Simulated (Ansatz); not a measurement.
# CH6AsNOSi, SMILES N[SiH]([AsH2])C=O: a single point in a Gaussian basis

Computed with Ansatz 0.2.0 through its Python package.

`ch6asnosi.xyz`
```text
11

N    -1.01040    1.13360    0.31200
Si   -0.31150   -0.44830    0.28260
As    1.73300   -0.34510    1.30640
C    -0.02150   -1.00290   -1.46020
O    -1.06730   -1.14850   -2.19720
H    -0.44490    1.81770   -0.27140
H    -1.93920    1.10010   -0.20710
H    -1.13210   -1.37420    0.99950
H     1.19870    0.51980    2.54440
H     2.17540    0.92500    0.52810
H     0.88510   -1.23420   -1.81650
```

Script `energy_ch6asnosi.py`:
```python
import argparse
import json

import ansatz as az

parser = argparse.ArgumentParser(description="Single point of CH6AsNOSi.")
parser.add_argument("--basis", required=True, help="Gaussian basis set")
args = parser.parse_args()

molecule = az.Crystal.molecule_from_extxyz("ch6asnosi.xyz")

calculation = molecule.calculation().basis(gaussian=args.basis).functional(az.LibraryFunctional("B97M-V"))
res = calculation.run(threads=1, backend="cpu")
rep = res.report

for key in ("converged", "free_energy_ev", "reference_energy_ev", "n_frozen", "n_occupied", "n_virtual"):
    print(f"{key:22s} {rep[key]}")
with open("ch6asnosi.json", "w") as handle:
    json.dump({k: rep[k] for k in ("free_energy_ev", "reference_energy_ev", "n_occupied", "n_virtual")}, handle, indent=1)
```

```console
$ python energy_ch6asnosi.py --basis cc-pVDZ
converged              True
free_energy_ev         -73375.18233953019
reference_energy_ev    -73375.18233953019
n_frozen               0
n_occupied             [37, 37]
n_virtual              [80, 80]
```

File `ch6asnosi.json` afterwards:
```json
{
 "free_energy_ev": -73375.18233953019,
 "reference_energy_ev": -73375.18233953019,
 "n_occupied": [
  37,
  37
 ],
 "n_virtual": [
  80,
  80
 ]
}
```

Total energies depend on the basis set; only differences at equal settings carry meaning. The geometry is a force-field or estimated start, not a minimum of this method, and the basis set is short of its limit. Run time: 22 s on 1 thread of Arm Neoverse V1, with other jobs on the host, peak memory 0.3 GiB.
